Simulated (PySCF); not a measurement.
**[Lu(H2O)]3+: forces at shaken geometries**

Aim: move all atoms of relaxed [Lu(H2O)]3+ at random and read energies and forces. The species was built from a template and needn't be a known compound.

Program: PySCF 2.14.0. Level of theory: r2SCAN, Lu lcecp-1-SVP with ECP60, O def2-SVP, H def2-SVP; scalar-relativistic core potentials, no spin–orbit coupling. These are calculated values, not measurements.

## 1. The system as given

4 atoms, charge 3, spin multiplicity 1.

Bond lengths: Lu1–O2 2.119 Å, O2–H3 1.007 Å, O2–H4 1.007 Å. Angles: Lu1–O2–H3 129.0°, Lu1–O2–H4 129.0°, H3–O2–H4 102.0°.

Coordinates:

```xyz
4
H2LuO
Lu    0.00000    0.00000   -0.05169
O     0.00000    0.00000    2.06769
H     0.78271    0.00000    2.70192
H    -0.78271    0.00000    2.70192
```

Formal oxidation states: Lu +3. Each metal's 14 4f electrons lie in its core potential, so multiplicities, spins and levels count the valence alone. An earlier session relaxed this geometry at r2SCAN, Lu lcecp-1-SVP with ECP60, O def2-SVP, H def2-SVP (singlet, point group C2v).

Its energy there is -114.960856 Eh.

## 2. Atoms moved at random, σ = 0.06 Å

run.py (the lines that set the calculation) reads:

```python
mol = gto.M(atom='''
Lu     0.06620    -0.01145    -0.12623
O     -0.06144    -0.01140     2.13239
H      0.76186     0.01337     2.72556
H     -0.76662     0.00948     2.68814''',
    basis={'Lu': 'lcecp-1-SVP', 'O': 'def2-SVP', 'H': 'def2-SVP'},
    ecp={'Lu': 'lcecp-1-SVP'},
    charge=3, spin=0)
mf = dft.RKS(mol, xc='R2SCAN')
mf.grids.atom_grid = (50, 194)  # f atoms: unpruned, at least (60, 302)
mf = mf.density_fit()  # fitting sets: Lu AutoAux, O def2-universal-JKFIT, H def2-universal-JKFIT
mf.conv_tol = 1e-08; mf.max_cycle = 55
mf.kernel(dm0)  # dm0: the density of the relaxed state
```

On the command line:

```sh
OMP_NUM_THREADS=2 python run.py
```

## 3. Atoms moved at random, σ = 0.15 Å

Edit run.py (the lines that set the calculation) of step 2 so:

```diff
@@ -1,6 +1,6 @@
 mol = gto.M(atom='''
-Lu     0.06620    -0.01145    -0.12623
-O     -0.06144    -0.01140     2.13239
-H      0.76186     0.01337     2.72556
-H     -0.76662     0.00948     2.68814''',
+Lu    -0.10525     0.04298     0.04097
+O      0.05983     0.20477     1.99432
+H      0.85492    -0.08622     2.82920
+H     -0.80950    -0.16153     2.55537''',
     basis={'Lu': 'lcecp-1-SVP', 'O': 'def2-SVP', 'H': 'def2-SVP'},
```

## 4. Atoms moved at random, σ = 0.1 Å

Edit run.py (the lines that set the calculation) of step 3 so:

```diff
@@ -1,6 +1,6 @@
 mol = gto.M(atom='''
-Lu    -0.10525     0.04298     0.04097
-O      0.05983     0.20477     1.99432
-H      0.85492    -0.08622     2.82920
-H     -0.80950    -0.16153     2.55537''',
+Lu    -0.24633     0.14392    -0.05252
+O      0.09545    -0.18330     2.01396
+H      0.88076     0.01369     2.72991
+H     -0.72988     0.02568     2.72851''',
     basis={'Lu': 'lcecp-1-SVP', 'O': 'def2-SVP', 'H': 'def2-SVP'},
```

What does the calculation give? Wanted: for each run, σ; energy rise; harmonic estimate −½ F·u; largest force component.

The runs gave:

| σ (Å) | energy rise (eV) | harmonic estimate −½ F·u (eV) | largest force component (eV/Å) |
| --- | --- | --- | --- |
| 0.06 | 0.418 | 0.452 | 5.66 |
| 0.1 | 0.454 | 0.470 | 3.38 |
| 0.15 | 0.987 | 1.030 | 6.08 |

Every displacement raises the energy. For a harmonic well the rise equals −½ F·u; at σ = 0.06 Å the two differ by 8 %, from anharmonicity and the small forces left at the relaxed point. The bases are small and lack diffuse functions. Spin–orbit coupling is left out.
